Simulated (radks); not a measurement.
# Cu⁺ in [Ar] 3d9 4s1: an all-electron calculation

What are the levels of the copper ion Cu+, how large are its shells, and how does its energy divide?

Program: radks (a radial shooting solver on a logarithmic mesh, Libxc functionals) version 1. Level of theory: scalar-relativistic Kohn-Sham, BLYP, spin-unpolarised, spherical densities, point nucleus. These are calculated values, not measurements, unless marked.

### Step 1. The atom as given

```
element       : copper (Z = 29)
charge        : +1
electrons     : 28
configuration : [Ar] 3d9 4s1
```

Outer shells as boxes (Hund's rule):

Cu⁺
```
[Ar] core
3d [↑↓][↑↓][↑↓][↑↓][↑ ]
4s [↑ ]
```

### Step 2. The calculation

Settings of this run:

```text
Z 29
configuration [Ar] 3d9 4s1 4p0 5s0
relativity scalar-relativistic
functional b88,lyp
spin unpolarised
nucleus point
c 137.035999084
```

What does the calculation give?

The runs gave:

| quantity | value |
| --- | --- |
| total energy | -1654.78472 hartree |
| exchange-correlation share of it | 4.08 % |
| −T/E | 1.0150 |
| highest occupied level | 4s, -13.713 eV |
| most extended occupied level | 4s, <r> = 2.47 bohr |
| radius at density 0.001 e/bohr³ | 3.69 bohr |
| maxima of the radial density | 3 |

The radial density shows 3 maxima for 4 occupied principal shells; where shells overlap, one shows as a shoulder or not at all. Relativity lifts −T/E to 1.015. This is not the tabulated ground configuration, so its levels and sizes aren't those of the ground state, and no measured value stands beside it.
